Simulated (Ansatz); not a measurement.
**B2PLYP/def2-SVP run of C2H2Cl2Si (SMILES C#C[SiH](Cl)Cl)**

What is the electronic atomisation energy of C2H2Cl2Si at B2PLYP/def2-SVP? 

The results are computed with Ansatz 0.2.0.

63 further runs of the same task are left out: 1 that didn't finish, 62 set aside as unsound or not needed.

### Step 1. The structure to begin with

C2H2Cl2Si: 7 atoms, total charge 0, spin state singlet. As SMILES, `C#C[SiH](Cl)Cl`. The coordinates come from a PBE0-D4/def2-TZVP relaxation.

Bond lengths: C1–C2 1.205 Å, C2–Si3 1.807 Å, Si3–Cl4 2.037 Å, Si3–Cl5 2.037 Å, C1–H6 1.066 Å, Si3–H7 1.472 Å. Angles: C1–C2–Si3 179.1°, C2–Si3–Cl4 109.2°, C2–Si3–Cl5 109.2°, Cl4–Si3–Cl5 109.6°, C2–C1–H6 179.8°, C2–Si3–H7 111.4°, Cl4–Si3–H7 108.7°, Cl5–Si3–H7 108.7°.

### Step 2. A single-point energy at B2PLYP/def2-SVP

input.yaml reads:

```yaml
crystal:
  periodic: [false, false, false]
  atoms:
    - symbol: C
      position_ang: [0.222100, -0.669300, 1.881600]
    - symbol: C
      position_ang: [0.127700, -0.285200, 0.743200]
    - symbol: Si
      position_ang: [0.012700, 0.282700, -0.968900]
    - symbol: Cl
      position_ang: [-1.510600, -0.698400, -1.899200]
    - symbol: Cl
      position_ang: [-0.353700, 2.286200, -0.986900]
    - symbol: H
      position_ang: [0.302500, -1.008200, 2.889500]
    - symbol: H
      position_ang: [1.260700, 0.024000, -1.705100]
basis:
  gaussian: {orbitals: def2-SVP}
hamiltonian: {xc: {name: B2PLYP}}
correlation: {frozen_orbitals: {C: 1, Cl: 5, H: 0, Si: 5}}
accuracy: high
output: {orbitals: {seedname: orbitals}}
```

On the command line:

```
$ ansatz run input.yaml --threads 1 --pin off --max-ram 3480MiB --events-out events.jsonl --progress --plain --runs-dir runs
```

Log:

```text
Warning: RAYON_NUM_THREADS=1 ignored (pool sized by the plan → 1); use --threads N
Functional definition: B2PLYP
  name "B2PLYP"
  parameter a = 0.53
  parameter c = 0.27
  exchange = (1 - a)*b88_x + a*exact_x
  correlation = (1 - c)*lyp_c + c*(mp2_os + mp2_ss)
1847 factors; integrals over basis functions are off by at most 4.0e-9 eV
mean field evaluation 1: about -34996.4787 eV, gradient 3.0e1 eV
mean field evaluation 2: about -34996.9396 eV, gradient 3.0e1 eV
mean field evaluation 4: about -34999.3183 eV, gradient 2.6e0 eV
mean field evaluation 8: about -34999.3502 eV, gradient 3.8e-1 eV
mean field evaluation 16: about -34999.3506 eV, gradient 2.2e-5 eV
mean field -34999.35058263 eV, -1286.2024104998 hartree, gradient 2.8e-8 eV, S^2 0.000000; 0 other end points of the search recorded, 0 dependent functions left out
17 core orbitals not correlated: weight in the atoms' cores, before any rotation towards them, 1.000 or more for the frozen orbitals, at most 0.000 for the correlated occupied ones
reference -34999.35060691 eV, -1286.2024113921 hartree; 14, 14 occupied and 61, 61 virtual orbitals, 1847 factors
second order -20.29447589 eV of doubles, -0.00000000 eV of singles
Total energy: -35004.83011540 eV, -1286.4037796149 hartree
```

It took 14 s on 1 thread of Arm Neoverse V2, shared host; peak memory 0.32 GiB.

### Step 3. The C atom, same level

run.yaml reads:

```yaml
crystal:
  periodic: [false, false, false]
  atoms:
    - {symbol: C, position_ang: [0.000000, 0.000000, 0.000000]}
basis:
  gaussian:
    orbitals: def2-SVP
accuracy: high
correlation:
  frozen_orbitals: {C: 1}
magnetization:
  spin_polarized: true
  initial_magnetization: 2
hamiltonian:
  xc: {name: B2PLYP}
```

Run the same way, it converges to -37.77593 Eh (log not shown).

### Step 4. The Cl atom at the same level

molecule.yaml reads:

```yaml
crystal:
  periodic: [false, false, false]
  atoms:
    - {symbol: Cl, position_ang: [0.000000, 0.000000, 0.000000]}
basis:
  gaussian:
    orbitals: def2-SVP
correlation:
  frozen_orbitals: {Cl: 5}
total_charge: 0
accuracy: high
magnetization:
  spin_polarized: true
  initial_magnetization: 1
hamiltonian:
  xc: {name: B2PLYP}
```

Run the same way, it converges to -459.84682 Eh (log not shown).

### Step 5. The H atom at the same level

job.yaml reads:

```yaml
crystal:
  periodic: [false, false, false]
  atoms:
    - {symbol: H, position_ang: [0.000000, 0.000000, 0.000000]}
basis:
  gaussian:
    orbitals: def2-SVP
hamiltonian:
  xc: {name: B2PLYP}
magnetization:
  spin_polarized: true
  initial_magnetization: 1
correlation:
  frozen_orbitals: {H: 0}
accuracy: high
```

Run the same way, it converges to -0.49793 Eh (log not shown).

### Step 6. The Si atom at the same level

job.yaml reads:

```yaml
crystal:
  periodic: [false, false, false]
  atoms:
    - {symbol: Si, position_ang: [0.000000, 0.000000, 0.000000]}
basis:
  gaussian: {orbitals: def2-SVP}
accuracy: high
magnetization: {spin_polarized: true, initial_magnetization: 2}
hamiltonian: {xc: {name: B2PLYP}}
correlation: {frozen_orbitals: {Si: 5}}
total_charge: 0
```

Run the same way, it converges to -289.15159 Eh (log not shown).

### Step 7. Outcome

Level: B2PLYP/def2-SVP, 17 core orbitals frozen.

| quantity | value |
| --- | --- |
| molecule: total energy | -1286.40378 Eh |
| molecule: HOMO energy (SCF part's orbitals) | -9.72 eV |
| molecule: LUMO energy (SCF part's orbitals) | 0.81 eV |
| molecule: HOMO–LUMO gap (SCF part's orbitals) | 10.53 eV |
| C atom: total energy | -37.77593 Eh |
| C atom: ⟨S²⟩ | 2.004 |
| Cl atom: total energy | -459.84682 Eh |
| Cl atom: ⟨S²⟩ | 0.753 |
| H atom: total energy | -0.49793 Eh |
| H atom: ⟨S²⟩ | 0.750 |
| Si atom: total energy | -289.15159 Eh |
| Si atom: ⟨S²⟩ | 2.005 |
| electronic atomisation energy | 27.506 eV |

In words: Taking the molecule apart into free atoms costs 27.51 eV (2654 kJ/mol), before zero-point energy and without spin-orbit coupling.
